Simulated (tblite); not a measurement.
# C₆H₁₃AlO: geometry, infrared bands and NMR shifts

Computed with tblite 0.8.0 and PySCF 2.14.0, with density-fitted response routines of our own, on a single molecule in the gas phase. Atoms are numbered from 0 throughout.

**1. The molecule as given**

21 atoms, charge 0, multiplicity 1; geometry from: force field or distance geometry start.

Bonds of the start (Å): C0–C1 1.30, C1–C2 1.47, C2–O3 1.33, O3–C4 1.36, O3–Al5 1.79, Al5–C6 1.97, C6–C7 1.34, C0–H8 1.07, C0–H9 1.12, C1–H10 1.12, C2–H11 1.14, C2–H12 1.15, C4–H13 1.08, C4–H14 1.11, C4–H15 1.14, Al5–H16 1.61, Al5–H17 1.60, C6–H18 1.08, C7–H19 1.09, C7–H20 1.09.

**2. Relaxing the molecule with GFN2-xTB**

The job: settings as JSON, then the geometry in Å.

```
{"job": {"kind": "relax", "xc": "GFN2-xTB", "basis": "xTB"}, "charge": 0, "multiplicity": 1}
C     -2.952400     1.021700    -0.104600
C     -2.565300    -0.159200    -0.499100
C     -1.278300    -0.838500    -0.264000
O     -0.316000    -0.264600     0.455000
C     -0.441300    -0.035200     1.785500
Al     1.033500     0.518000    -0.426600
C      2.654000    -0.609000    -0.439300
C      3.882000    -0.105700    -0.281200
H     -2.403900     1.747100     0.466000
H     -3.987600     1.337400    -0.380600
H     -3.320200    -0.744700    -1.079000
H     -0.916900    -1.206100    -1.282200
H     -1.536400    -1.816900     0.272200
H     -1.251900     0.622300     2.064500
H     -0.524600    -1.000300     2.320900
H      0.559200     0.365700     2.146700
H      1.429700     1.859900     0.365100
H      0.684900     0.861600    -1.953700
H      2.499900    -1.674300    -0.565700
H      4.702900    -0.829100    -0.302200
H      4.039900     0.966900    -0.143300
```

Launch:

```bash
OMP_NUM_THREADS=1 python probes_run.py task.json out
```

The driver reads the jobs from task.json and runs them one after another.

Q: Estimate the wall time and peak memory of this first job on 1 thread of Arm Neoverse N1, shared host.

About 2.3 s, with a peak of 0.18 GiB.
